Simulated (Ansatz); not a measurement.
**C₇H₉F₉O₄Si: geometry optimisation**

What shape does C₇H₉F₉O₄Si take? The plan is to relax it, and look at its orbitals and charge.

Computed with Ansatz 0.2.0, Gaussian basis. Level: RKS PBE0-D4/def2-TZVP.

The runs, in order: relaxation at PBE0-D4/def2-TZVP; a single point in def2-TZVPP for the fields.

### 1 The starting structure

30 atoms, charge 0, spin multiplicity 1.

Atoms are counted from 1 here; the program's logs count them from 0.

Bond lengths: C1–O2 1.417 Å, C1–H22 1.090 Å, C1–H23 1.089 Å, C1–H24 1.089 Å, O2–Si3 1.604 Å, Si3–O4 1.625 Å, Si3–O10 1.632 Å, Si3–O16 1.629 Å, O4–C5 1.389 Å, C5–C6 1.530 Å, C5–H25 1.095 Å, C5–H26 1.094 Å, C6–F7 1.343 Å, C6–F8 1.337 Å, C6–F9 1.336 Å, O10–C11 1.389 Å, C11–C12 1.528 Å, C11–H27 1.095 Å and more. Angles: O2–C1–H22 109.8°, O2–C1–H23 110.4°, O2–C1–H24 106.9°, H22–C1–H23 109.6°, H22–C1–H24 110.0°, H23–C1–H24 110.1°, C1–O2–Si3 130.9°, O2–Si3–O4 107.5°, O2–Si3–O10 106.1°, O2–Si3–O16 120.1°, O4–Si3–O10 114.8°, O4–Si3–O16 105.0°, O10–Si3–O16 103.6°, Si3–O4–C5 131.8°, O4–C5–C6 110.1°, O4–C5–H25 108.1°, O4–C5–H26 112.5°, C6–C5–H25 107.9° and more.

Coordinates:

```xyz
30
charge 0, multiplicity 1
C    -0.9524    2.2414    1.2886
O    -0.4826    1.6041    0.1130
Si    0.0084    0.0987   -0.1414
O     1.0583   -0.2803    1.0393
C     1.4208   -1.4986    1.5984
C     0.5229   -1.8169    2.7956
F     1.0432   -2.8103    3.5350
F    -0.7037   -2.2130    2.4411
F     0.3707   -0.7672    3.6072
O     0.6343    0.0745   -1.6487
C     1.5044    0.9921   -2.2229
C     2.8294    1.0605   -1.4652
F     3.7809    1.6417   -2.2141
F     3.2882   -0.1505   -1.1321
F     2.7502    1.7714   -0.3376
O    -1.0710   -1.1213   -0.1537
C    -2.0821   -1.4036   -1.0606
C    -2.9968   -0.2054   -1.3026
F    -4.1182   -0.5839   -1.9369
F    -3.3755    0.3902   -0.1696
F    -2.4301    0.7339   -2.0678
H    -1.9828    1.9429    1.4832
H    -0.3281    1.9762    2.1404
H    -0.9035    3.3142    1.1080
H     2.4501   -1.4134    1.9634
H     1.3400   -2.3258    0.8876
H     1.7147    0.6638   -3.2461
H     1.0695    1.9972   -2.2275
H    -1.6696   -1.6996   -2.0320
H    -2.6896   -2.2130   -0.6421
```

The start is a GFN2-xTB geometry.

### 2 Geometry optimisation, PBE0-D4/def2-TZVP

in.yaml reads:

```yaml
crystal:
  periodic: [false, false, false]
  atoms:
    - {symbol: C, position_ang: [-0.952410, 2.241420, 1.288550]}
    - {symbol: O, position_ang: [-0.482630, 1.604110, 0.112980]}
    - {symbol: Si, position_ang: [0.008440, 0.098740, -0.141430]}
    - {symbol: O, position_ang: [1.058280, -0.280260, 1.039280]}
    - {symbol: C, position_ang: [1.420810, -1.498570, 1.598420]}
    - {symbol: C, position_ang: [0.522930, -1.816920, 2.795610]}
    - {symbol: F, position_ang: [1.043160, -2.810270, 3.534970]}
    - {symbol: F, position_ang: [-0.703680, -2.212960, 2.441120]}
    - {symbol: F, position_ang: [0.370660, -0.767240, 3.607220]}
    - {symbol: O, position_ang: [0.634320, 0.074470, -1.648660]}
    - {symbol: C, position_ang: [1.504400, 0.992110, -2.222880]}
    - {symbol: C, position_ang: [2.829440, 1.060490, -1.465240]}
    - {symbol: F, position_ang: [3.780850, 1.641720, -2.214080]}
    - {symbol: F, position_ang: [3.288220, -0.150550, -1.132100]}
    - {symbol: F, position_ang: [2.750180, 1.771390, -0.337550]}
    - {symbol: O, position_ang: [-1.071010, -1.121310, -0.153710]}
    - {symbol: C, position_ang: [-2.082150, -1.403600, -1.060600]}
    - {symbol: C, position_ang: [-2.996850, -0.205400, -1.302580]}
    - {symbol: F, position_ang: [-4.118170, -0.583910, -1.936870]}
    - {symbol: F, position_ang: [-3.375460, 0.390210, -0.169570]}
    - {symbol: F, position_ang: [-2.430060, 0.733860, -2.067800]}
    - {symbol: H, position_ang: [-1.982790, 1.942900, 1.483200]}
    - {symbol: H, position_ang: [-0.328110, 1.976150, 2.140360]}
    - {symbol: H, position_ang: [-0.903480, 3.314250, 1.108010]}
    - {symbol: H, position_ang: [2.450070, -1.413400, 1.963450]}
    - {symbol: H, position_ang: [1.340010, -2.325830, 0.887630]}
    - {symbol: H, position_ang: [1.714710, 0.663790, -3.246070]}
    - {symbol: H, position_ang: [1.069540, 1.997190, -2.227490]}
    - {symbol: H, position_ang: [-1.669570, -1.699580, -2.032020]}
    - {symbol: H, position_ang: [-2.689640, -2.212980, -0.642150]}
basis:
  gaussian: {orbitals: def2-TZVP}
hamiltonian: {xc: pbe0, dispersion: d4}
relax: {f_tol: 0.005, max_steps: 150}
```

On the command line:

```
> ansatz run in.yaml --threads 11 --pin off --events-out ev --progress --plain --max-ram 120832MiB --backend cuda --devices 0, --max-vram 75GiB
```

After this run come: A single point for the fields.

Before running them: what should the planned runs give, taken together? Wanted: point group; shift from the start; total energy; dispersion term; dipole moment; HOMO, LUMO.

The runs gave:

```
                  quantity           value
               point group              C1
                     steps              59
shift from the start (rms)         0.786 Å
              total energy  -47903.7481 eV
           dispersion term        -776 meV
             dipole moment          1.96 D
                HOMO, LUMO  -8.90, 0.56 eV
```

In words: The relaxed geometry lies 0.79 Å (rms) from the start; the bond that changed most is C5–C6, from 1.530 to 1.513 Å. No vibrations were run, so it is not proven to be a minimum. The largest Mulliken charge, +0.64 e, sits on Si3. The HOMO lies mostly on O2 51 %; O16 12 % and the LUMO on H26, H29 about 8 % each; O10, O16 about 7 % each.
